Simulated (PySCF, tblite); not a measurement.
# C7H12BF: geometry, infrared bands and NMR shifts

Wanted: the infrared bands and NMR shifts of C7H12BF (`CC[C@@]12BC[C@@H](C1)[C@@H]2F`), by calculation.

The runs use tblite 0.8.0 and PySCF 2.14.0, with density-fitted response routines of our own; the level of theory stands in each step. All values are computed, except where a source is named. Atoms are numbered from 0 throughout.

## 1. The molecule as given

21 atoms, charge 0, multiplicity 1; geometry from: force field or distance geometry start.

Bonds of the start (Å): C0–C1 1.53, C1–C2 1.43, C2–B3 1.60, B3–C4 1.60, C4–C5 1.51, C5–C6 1.53, C5–C7 1.54, C7–F8 1.36, C6–C2 1.54, C7–C2 1.48, C0–H9 1.10, C0–H10 1.11, C0–H11 1.10, C1–H12 1.10, C1–H13 1.11, B3–H14 1.19, C4–H15 1.11, C4–H16 1.09, C5–H17 1.07, C6–H18 1.09, C6–H19 1.09, C7–H20 1.13.

## 2. Relaxing the molecule with GFN2-xTB

Job settings and geometry (Å):

```
{"job": {"kind": "relax", "xc": "GFN2-xTB", "basis": "xTB"}, "charge": 0, "multiplicity": 1}
C      2.449100    -0.026200     0.629200
C      1.552400    -0.233600    -0.594000
C      0.176300    -0.058700    -0.237000
B     -0.339300     1.351300     0.325100
C     -1.907100     1.018100     0.402700
C     -1.842400    -0.386300    -0.135000
C     -0.894300    -0.253700    -1.330200
C     -0.625700    -1.044100     0.531100
F     -0.581300    -0.977800     1.890500
H      3.438500     0.307400     0.296200
H      1.924900     0.729300     1.248100
H      2.454800    -0.965900     1.196900
H      1.874600     0.500500    -1.341500
H      1.776000    -1.241200    -1.004600
H      0.258200     2.106200     1.020300
H     -2.404200     1.648700    -0.362900
H     -2.322700     1.114400     1.406300
H     -2.731900    -0.964700    -0.262400
H     -1.024800     0.660700    -1.908800
H     -0.716000    -1.184800    -1.876500
H     -0.524100    -2.082600     0.106100
```

Run with:

```console
$ OMP_NUM_THREADS=1 python probes_run.py task.json out
```

This one command runs all jobs of the session in turn.

**Question.** This job is followed by: GFN2-xTB harmonic vibrations, gas phase; GIAO PBE0/pcSseg-1 NMR shielding, non-relativistic, gas phase. Predict these results of the whole session: strongest single infrared mode (GFN2-xTB); zero-point energy (GFN2-xTB); 13C shifts against TMS (PBE0/pcSseg-1); 1H shifts against TMS (PBE0/pcSseg-1, means over atoms taken as alike); 11B shifts against BF3·OEt2 (PBE0/pcSseg-1); 19F shifts against CFCl3 (PBE0/pcSseg-1); surface potential, 1st and 99th percentile.

**Answer**, as computed:

| quantity | value |
| --- | --- |
| strongest single infrared mode (GFN2-xTB) | 2704 cm⁻¹, 117 km/mol |
| zero-point energy (GFN2-xTB) | 110.4 kcal/mol |
| 13C shifts against TMS (PBE0/pcSseg-1) | 105.4, 69.4, 41.1, 34.3, 33.2, 31.1, 15.1 ppm |
| 1H shifts against TMS (PBE0/pcSseg-1, means over atoms taken as alike) | 8.50, 4.60, 2.73, 1.94, 1.90, 1.55, 1.54, 1.27, 0.99, 0.90 ppm |
| 11B shifts against BF3·OEt2 (PBE0/pcSseg-1) | 90.8 ppm |
| 19F shifts against CFCl3 (PBE0/pcSseg-1) | -190.8 ppm |
| surface potential, 1st and 99th percentile | -1.03 V and 0.92 V |

Over 66 steps the energy fell by 0.851 eV; of the close pairs, C1–C2 changed most, 1.432 to 1.517 Å. No mode is imaginary among the 57: a minimum at this level. The strongest single mode, at 2704 cm⁻¹, moves mainly H14. Unscaled tight-binding wavenumbers are off by several per cent, some by more. Its intensities can rank the bands wrongly. The most deshielded carbon is C7 (sp3 CH bonded to F), at 105.4 ppm: pulled downfield by the heteroatom. At PBE0/pcSseg-1: The largest span, 181 ppm, is at B3, where the paramagnetic term is -180 ppm. At PBE0/pcSseg-1, counted by nearest atom on the grid, the HOMO lies on C2 23 %; B3 15 %, the LUMO on B3 53 %; H14 16 %.
